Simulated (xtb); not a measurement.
# GFN2-xTB run of CH4BrFSn (SMILES F[CH2][SnH2][Br])

We compute energy and gradient of CH4BrFSn. 

Program for the calculation: xtb 6.7.1.

8 further runs of the same task are left out: 8 set aside as unsound or not needed.

### Step 1. The system as given

CH4BrFSn has 8 atoms, charge 0, and is taken as a singlet. SMILES: `F[CH2][SnH2][Br]`. The shape was relaxed beforehand at GFN2-xTB. This is one conformer, not always the lowest.

Bond lengths: F1–C2 1.357 Å, C2–Sn3 2.224 Å, Sn3–Br4 2.472 Å, C2–H5 1.092 Å, C2–H6 1.092 Å, Sn3–H7 1.707 Å, Sn3–H8 1.706 Å. Some angles: F1–C2–Sn3 113.0°, C2–Sn3–Br4 103.5°, F1–C2–H5 107.9°, F1–C2–H6 107.9°, Sn3–C2–H5 109.0°, Sn3–C2–H6 109.0°, C2–Sn3–H7 115.5°, C2–Sn3–H8 115.5°, Br4–Sn3–H7 106.3°, Br4–Sn3–H8 106.3°.

### Step 2. Energy and gradient at GFN2-xTB

The input, .CHRG:

```
0
```

The input, .UHF:

```
0
```

The input, input.xyz:

```xyz
8

F     -0.032081     2.076189     0.748070
C     -0.286402     1.162474    -0.222082
Sn     0.304961    -0.902978     0.354142
Br    -0.351669    -2.260879    -1.604401
H      0.271574     1.455656    -1.113579
H     -1.358579     1.180762    -0.427444
H      1.978811    -1.153874     0.572455
H     -0.526606    -1.557349     1.692821
```

Command:

```sh
$ xtb input.xyz --grad --acc 0.1 > xtb.out
```

What values should one expect? Wanted: total energy; dipole moment; HOMO energy; LUMO energy; HOMO–LUMO gap; dispersion energy; largest force on an atom; mean polarisability.

Computed results:

At GFN2-xTB:

| quantity | value |
| --- | --- |
| total energy | -15.10505 Eh |
| dipole moment | 3.06 D |
| HOMO energy | -11.56 eV |
| LUMO energy | -7.63 eV |
| HOMO–LUMO gap | 3.93 eV |
| dispersion energy | -12.15 kJ/mol |
| largest force on an atom | 0.003 eV/Å |
| mean polarisability (D4 model) | 75.9 bohr³ |

What this shows: Mulliken charges run from -0.23 on F1 to +0.21 on Sn3.
